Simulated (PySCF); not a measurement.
# C5H6F2: the cost of one run

The runs use PySCF 2.14.0, with density-fitted response routines of our own; the level of theory stands in each step. All values are computed, except where a source is named. Atoms are numbered from 0 throughout.

## 1. The starting structure

13 atoms, charge 0, multiplicity 1; geometry from: PBE0-D3(BJ)/def2-SVP.

Bonds of the start (Å): C0–C1 1.21, C1–C2 1.46, C2–F3 1.38, C2–C4 1.52, C4–C5 1.51, C5–F6 1.38, C0–H7 1.07, C2–H8 1.10, C4–H9 1.10, C4–H10 1.10, C5–H11 1.10, C5–H12 1.10.

## 2. Excited states and response: PBE0/def2-TZVP

What the job is given:

```
{"job": {"kind": "uv", "xc": "PBE0", "basis": "def2-TZVP"}, "charge": 0, "multiplicity": 1}
C      2.934927    -0.742044     0.014872
C      1.872400    -0.209314     0.240105
C      0.581722     0.432582     0.478388
F      0.410743     0.669349     1.828987
C     -0.587632    -0.402300    -0.020508
C     -1.906182     0.308800     0.168760
F     -1.909900     1.482130    -0.550055
H      3.882716    -1.211573    -0.175301
H      0.565440     1.412927    -0.029721
H     -0.599763    -1.358733     0.526203
H     -0.433562    -0.631339    -1.086459
H     -2.741731    -0.320009    -0.180722
H     -2.063573     0.552177     1.232008
```

Level: TDDFT PBE0/def2-TZVP, vertical, gas phase, core orbitals frozen in the response.

The run is started by

```console
$ OMP_NUM_THREADS=1 python probes_run.py task.json out
```

One launch serves the whole session: the jobs run in the order shown.

**Question.** How long does this first job take on 1 thread of Arm Neoverse V1, shared host, and how much memory does it need?

About 50 s, with a peak of 0.92 GiB.
